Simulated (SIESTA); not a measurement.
Crystal: NaLaMnMoO6.

```xyz
20
Lattice="5.5573 0.0000 0.0005 0.0000 5.5979 0.0000 -0.0629 0.0000 8.0246" Properties=species:S:1:pos:R:3 pbc="T T T"
Na    4.1371    2.8870    4.0066
Na    1.3574    0.0880    4.0185
La    1.3662    5.3682    8.0197
La    4.1282    2.5692    0.0054
Mn    1.3603    2.7297    2.0550
Mn    4.1342    5.5286    5.9702
Mo    4.1820    5.5792    2.1743
Mo    1.3124    2.7803    5.8509
O     3.7112    5.4765    3.9373
O     0.1716    4.5353    2.2249
O     5.1703    1.6184    2.2495
O     2.6448    1.1737    1.5989
O     3.0125    4.1180    1.6116
O     4.6099    0.1018    0.0319
O     1.7833    2.6775    4.0878
O     5.3228    1.7363    5.8002
O     0.3241    4.4173    5.7757
O     2.8496    3.9726    6.4262
O     2.4819    1.3190    6.4136
O     0.8845    2.9007    7.9933
```

The cell was built by a generator and needn't be a form met in nature.

Base run:

| Quantity | Value |
| --- | --- |
| Program | SIESTA 5.4.2 |
| Functional | AM05 |
| Potentials or basis | PseudoDojo 0.4 standard (PBEsol files) |
| Basis | DZP (energy shift 0.003 Ry; two zetas on semicore shells) |
| Grid cutoff | 800 Ry |
| Energy shift | 0.003 Ry |
| k mesh | 5 × 5 × 4 |
| Occupations | fermi-dirac, width 0.05 eV |
| Spin | collinear spin, ferromagnetic start |
| Starting moments | [0.0, 0.0, 0.0, 0.0, 4.0, 4.0, 1.0, 1.0, 0.0, 0.0, 0.0, 0.0, 0.0, 0.0, 0.0, 0.0, 0.0, 0.0, 0.0, 0.0] μB |

Its results: band gap on the k mesh none (metal or under the smearing width); pressure 0.1 GPa; net moment 9.93 μB per cell; site moments Na -0.01; La -0.01; Mn +4.40; Mo +0.35; O +0.02, +0.04, +0.03, +0.06 μB; largest force 0.542 eV/Å.

Task: The run is repeated on the same cell with these changes: functional from AM05 to LDA; potentials or basis from PseudoDojo 0.4 standard (PBEsol files) to PseudoDojo 0.4 standard (PBE and LDA files). What comes out?

Result: Band gap on the k mesh none (metal or under the smearing width); pressure -5.2 GPa; net moment 9.88 μB per cell; site moments Na -0.01; La -0.01; Mn +4.34; Mo +0.34; O +0.03, +0.04, +0.05, +0.07 μB; largest force 0.645 eV/Å.

Caveats: short orbitals over semicore shells can move pressures by several GPa; the potentials were made for another functional, which shifts forces and pressure; the basis of atomic orbitals isn't converged, which shifts pressures, moduli and gaps; semilocal functionals often make such compounds metallic where correlation or magnetic order opens a gap, which also shifts bond lengths; only a ferromagnetic start was run, and an antiferromagnetic order may lie lower in energy.

Not every run made on this cell is shown here.
